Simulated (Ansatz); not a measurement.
# Hf started on a Ba site in perovskite BaZrO3, 10 atoms, charge +2

Aim: a base single point, then the same cell under other settings, to see what each one moves.

Program: Ansatz 0.2.0, PAW, plane waves. These are calculated values, not measurements.

1 further run of the same task is left out (it didn't finish).

## (1) The starting cell

10 atoms (1 Ba, 1 Hf, 2 Zr, 6 O); a = 8.362 Å, b = 4.181 Å, c = 4.181 Å, α = 90.00°, β = 90.00°, γ = 90.00°. All atoms were shaken off their sites by about 0.04 Å along each axis. Defect site 1: (0.500, 0.000, 0.000).

Structure file:

```
Ba Hf Zr O
1.0
     8.36196    0.00000    0.00000
     0.00000    4.18098    0.00000
     0.00000    0.00000    4.18098
Ba Hf Zr O
1 1 2 6
Direct
  0.99721 0.99481 0.00057
  0.50410 0.00381 0.97701
  0.25369 0.50274 0.51684
  0.73893 0.49936 0.49919
  0.25229 0.48561 0.98996
  0.75228 0.48641 0.96513
  0.99979 0.49221 0.49438
  0.50902 0.48193 0.49633
  0.24868 0.99634 0.51343
  0.74218 0.00037 0.50642
```

## (2) PBEsol single point

in.yaml reads:

```yaml
crystal:
  lattice:
    - [8.361961, 0.000000, 0.000000]
    - [0.000000, 4.180980, 0.000000]
    - [0.000000, 0.000000, 4.180980]
  atoms:
    - { symbol: Ba, position: [0.997208, 0.994809, 0.000570] }
    - { symbol: Hf, position: [0.504098, 0.003813, 0.977013] }
    - { symbol: Zr, position: [0.253693, 0.502735, 0.516836] }
    - { symbol: Zr, position: [0.738927, 0.499359, 0.499193] }
    - { symbol: O, position: [0.252288, 0.485608, 0.989963] }
    - { symbol: O, position: [0.752279, 0.486414, 0.965134] }
    - { symbol: O, position: [0.999790, 0.492212, 0.494375] }
    - { symbol: O, position: [0.509021, 0.481928, 0.496328] }
    - { symbol: O, position: [0.248684, 0.996336, 0.513429] }
    - { symbol: O, position: [0.742176, 0.000370, 0.506420] }
kpoints:
  mp_grid: { grid: [2, 2, 2], shift: [0.5, 0.5, 0.5] }
hamiltonian:
  xc: pbesol
total_charge: 2
scf:
  occupations: { method: fermi_dirac, width: 0.01 }
output:
  forces: true
  eigenvalues: true
  populations: true
  charged_corrections: { epsilon: 40 }
```

Started as:

```
ansatz run in.yaml --threads 8 --pin off --max-ram 13300MiB --runs-dir r --events-out ev --progress --plain
```

## (3) Changed settings: dispersion D4

in.yaml: that of step 2 with these lines changed.

```diff
@@ -20,2 +20,3 @@
   xc: pbesol
+  dispersion: d4
 total_charge: 2
@@ -23,2 +24,3 @@
   occupations: { method: fermi_dirac, width: 0.01 }
+  max_iter: 60
 output:
@@ -26,3 +28,6 @@
   eigenvalues: true
-  populations: true
-  charged_corrections: { epsilon: 40 }
+  stress: true
+  write_density: true
+  write_potential: true
+  elf: true
+  volumetric_format: npy
```

## (4) Changed settings: dispersion rVV10, accuracy low

in.yaml: that of step 3 with these lines changed.

```diff
@@ -1 +1,2 @@
+accuracy: low
 crystal:
@@ -20,3 +21,3 @@
   xc: pbesol
-  dispersion: d4
+  dispersion: rvv10
 total_charge: 2
@@ -24,3 +25,3 @@
   occupations: { method: fermi_dirac, width: 0.01 }
-  max_iter: 60
+  max_iter: 80
 output:
```

## (5) Changed settings: density cutoff ratio 1, 4 extra bands, xc grid 2

in.yaml: that of step 4 with these lines changed.

```diff
@@ -1,2 +1 @@
-accuracy: low
 crystal:
@@ -19,5 +18,5 @@
   mp_grid: { grid: [2, 2, 2], shift: [0.5, 0.5, 0.5] }
+basis: { ecutrho_ratio: 1, xc_grid: 2 }
 hamiltonian:
   xc: pbesol
-  dispersion: rvv10
 total_charge: 2
@@ -25,3 +24,4 @@
   occupations: { method: fermi_dirac, width: 0.01 }
-  max_iter: 80
+  max_iter: 60
+  n_extra_bands: 4
 output:
@@ -30,5 +30 @@
   stress: true
-  write_density: true
-  write_potential: true
-  elf: true
-  volumetric_format: npy
```

**Question.** What will these runs give? Wanted: for each run, settings; status; energy from base; forces from base.

As calculated:

| settings | status | cycles | time | energy from base (meV/atom) | forces from base (eV/Å rms) | filled to empty level on the mesh (eV) |
| --- | --- | --- | --- | --- | --- | --- |
| base | converged | 10 | 1.1 s (8 CPU threads) | 0 | 0 | 1.09 |
| dispersion D4 | converged | 10 | 1 s (8 CPU threads) | - | 0.005 | 1.09 |
| dispersion rVV10, accuracy low | refused | - | 0.1 s (8 CPU threads) | - | - | - |
| density cutoff ratio 1, 4 extra bands, xc grid 2 | converged, settings too loose | 12 | 0.8 s (8 CPU threads) | -152.0 | 0.100 | 1.07 |

Among these variants the forces move most with density cutoff ratio 1, 4 extra bands, xc grid 2 (0.100 eV/Å rms) and least with dispersion D4 (0.005). 1 of 3 variants gave no result: dispersion rVV10, accuracy low (refused).
